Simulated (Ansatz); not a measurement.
# C2H6AlGaO: the cost of one run

Program: Ansatz 0.2.0, Gaussian basis. Level of theory: functionals in def2-TZVPP, the program's frozen cores in correlated methods. These are calculated values, not measurements.

Plan: PBE-D4, r2SCAN-D4, PBE0-D4, B3LYP-D4, ωB97X-V, ωB97M-V, B2PLYP; CCSD(T)/def2-TZVPP; MP2/def2-QZVPP; extrapolation to the limit.

## Step 1: The relaxed structure

All runs share one geometry, relaxed beforehand with PBE0-D4 in a triple-zeta def2 set.

11 atoms, charge 0, spin multiplicity 1.

Atoms are counted from 1 here; the program's logs count them from 0.

Bond lengths: Al1–O2 1.828 Å, Al1–C3 1.922 Å, Al1–Ga5 2.663 Å, Al1–H6 1.572 Å, Al1–H7 1.731 Å, O2–C3 1.542 Å, O2–Ga5 1.991 Å, C3–C4 1.514 Å, C3–H8 1.089 Å, C4–Ga5 1.978 Å, C4–H9 1.090 Å, C4–H10 1.095 Å, Ga5–H7 1.854 Å, Ga5–H11 1.549 Å. Angles: O2–Al1–C3 48.5°, O2–Al1–Ga5 48.4°, O2–Al1–H6 130.0°, O2–Al1–H7 90.8°, C3–Al1–Ga5 61.5°, C3–Al1–H6 146.2°, C3–Al1–H7 96.9°, Ga5–Al1–H6 149.1°, Ga5–Al1–H7 43.8°, H6–Al1–H7 116.6°, Al1–O2–C3 68.9°, Al1–O2–Ga5 88.3°, C3–O2–Ga5 85.9°, Al1–C3–O2 62.6°, Al1–C3–C4 117.4°, Al1–C3–H8 124.6°, O2–C3–C4 104.2°, O2–C3–H8 107.8° and more.

## Step 2: PBE-D4 (GGA)

Contents of in.yaml:

```yaml
crystal:
  periodic: [false, false, false]
  atoms:
    - {symbol: Al, position_ang: [-1.544536, -0.030646, 0.601288]}
    - {symbol: O, position_ang: [-0.257010, -1.272532, 0.222897]}
    - {symbol: C, position_ang: [0.328525, -0.093564, 1.026294]}
    - {symbol: C, position_ang: [1.285733, 0.573499, 0.061055]}
    - {symbol: Ga, position_ang: [0.205838, -0.212423, -1.397267]}
    - {symbol: H, position_ang: [-3.011952, -0.224656, 1.131110]}
    - {symbol: H, position_ang: [-1.375237, 0.659803, -0.976484]}
    - {symbol: H, position_ang: [0.739923, -0.492701, 1.952156]}
    - {symbol: H, position_ang: [1.330775, 1.660284, 0.128366]}
    - {symbol: H, position_ang: [2.300849, 0.164614, 0.099152]}
    - {symbol: H, position_ang: [0.062293, -0.788878, -2.828066]}
basis:
  gaussian: {orbitals: def2-TZVPP}
hamiltonian: {xc: pbe, dispersion: d4}
output: {forces: true, orbitals: {seedname: orbitals}}
```

Started as:

```console
$ ansatz run in.yaml --threads 4 --pin off --events-out ev --progress --plain --max-ram 10444MiB
```

**Question.** How long does this run take on 4 threads of Arm Neoverse N1, shared host, and how much memory does it need?

About 6 s, with a peak of 0.41 GiB.
